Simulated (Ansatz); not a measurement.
Task: vertical energies of changing the electron count of AlBFH4N, SMILES [NH2][AlH][BH]F, with Ansatz 0.2.0 through its Python package. Give the script and its output. Settings (for the species named): r2SCAN, 6-31G* basis, multiplicity 1.

Input file `albfh4n.xyz`:
```text
8

N    -1.32070    1.05210    0.23080
Al    0.26690    0.17280    0.55300
B     0.75370   -1.45750   -0.61020
F    -0.01920   -1.89430   -1.65490
H    -1.39350    1.90520    0.85350
H    -1.30530    1.49940   -0.75040
H     1.27070    0.67620    1.72150
H     1.83960   -2.01110   -0.39920
```

Script `run_ip.py`:
```python
'''Vertical ionisation energy of AlBFH4N.'''

import ansatz as az

config = {
    'basis_set': '6-31G*',
    'functional': 'r2scan',
}


def total_energy(molecule, charge=0, unpaired=0):
    calc = (
        molecule.calculation()
        .basis(gaussian=config['basis_set'])
        .functional(config['functional'])
    )
    if charge:
        calc = calc.charge(charge)
    if unpaired:
        calc = calc.spin('collinear', total=unpaired)
    report = calc.run().report
    if report['published_state_doubts']:
        print('  doubts:', report['published_state_doubts'])
    return report['free_energy_ev']


def main() -> None:
    molecule = az.Crystal.molecule_from_extxyz('albfh4n.xyz')

    # total-energy differences at one geometry
    parent = total_energy(molecule, 0, 0)
    cation = total_energy(molecule, 1, 1)
    print(f'E(N)   = {parent:.5f} eV')
    print(f'E(N-1) = {cation:.5f} eV  (1 unpaired)')
    print(f'vertical ionisation energy {cation - parent:.3f} eV')


if __name__ == '__main__':
    main()
```

```console
$ python run_ip.py
E(N)   = -11541.98081 eV
E(N-1) = -11532.92260 eV  (1 unpaired)
vertical ionisation energy 9.058 eV
```

At this unrelaxed geometry removing an electron costs 9.06 eV.

Total energies depend on the basis set; only differences at equal settings carry meaning. The geometry is a force-field or estimated start, not a minimum of this method, and the basis set is short of its limit. All parts are taken at fixed geometry, without zero-point energy. At an unrelaxed start these energies can be a whole eV from those at the minimum, and a small affinity can change sign. Run time: 22 s on 1 thread of Arm Neoverse V2, with other jobs on the host, peak memory 0.25 GiB.
